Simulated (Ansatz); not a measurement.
# C3H4AlF: the cost of one run

Program: Ansatz 0.2.0. Level of theory: RKS B3LYP/def2-SVP. These are calculated values, not measurements.

## (1) The starting structure

Bond lengths: F1–C2 1.375 Å, C2–C3 1.382 Å, C3–C4 1.399 Å, C2–Al5 1.962 Å, C4–Al5 1.836 Å, C3–H6 1.101 Å, C4–H7 1.129 Å, C4–H8 1.127 Å, Al5–H9 1.632 Å. Angles (14 of 15 angles, heavy atoms first): F1–C2–C3 131.7°, F1–C2–Al5 132.6°, C3–C2–Al5 95.7°, C2–C3–C4 97.0°, C3–C4–Al5 100.9°, C2–Al5–C4 66.4°, C2–C3–H6 129.6°, C4–C3–H6 133.4°, C3–C4–H7 113.7°, C3–C4–H8 112.0°, Al5–C4–H7 109.8°, Al5–C4–H8 109.7°, C2–Al5–H9 143.5°, C4–Al5–H9 150.1°.

As a file:

```xyz
9

F     1.7627    1.3591    1.2547
C     0.8321    0.6308    0.5508
C     0.9660   -0.2768   -0.4823
C    -0.3885   -0.6065   -0.5959
Al   -1.1178    0.4748    0.6968
H     1.8738   -0.6174   -1.0029
H    -0.6133   -1.6873   -0.3610
H    -0.8083   -0.3297   -1.6050
H    -2.4183    1.0068    1.5279
```

## (2) End point A

input.yaml

```yaml
crystal:
  periodic: [false, false, false]
  atoms:
    - { symbol: F, position_ang: [1.7627, 1.3591, 1.2547] }
    - { symbol: C, position_ang: [0.8321, 0.6308, 0.5508] }
    - { symbol: C, position_ang: [0.966, -0.2768, -0.4823] }
    - { symbol: C, position_ang: [-0.3885, -0.6065, -0.5959] }
    - { symbol: Al, position_ang: [-1.1178, 0.4748, 0.6968] }
    - { symbol: H, position_ang: [1.8738, -0.6174, -1.0029] }
    - { symbol: H, position_ang: [-0.6133, -1.6873, -0.361] }
    - { symbol: H, position_ang: [-0.8083, -0.3297, -1.605] }
    - { symbol: H, position_ang: [-2.4183, 1.0068, 1.5279] }
basis:
  gaussian: { orbitals: def2-SVP }
hamiltonian:
  xc: b3lyp
relax:
  f_tol: 0.02
  max_steps: 50
```

The run is started by

```
> ansatz run input.yaml --threads 2 --pin off --max-ram 3072MiB --backend cpu --events-out ev --progress --plain --runs-dir out
```

What time and memory should one allow on 2 threads of Arm Neoverse V2, shared host?

About 17 s, with a peak of 0.19 GiB.
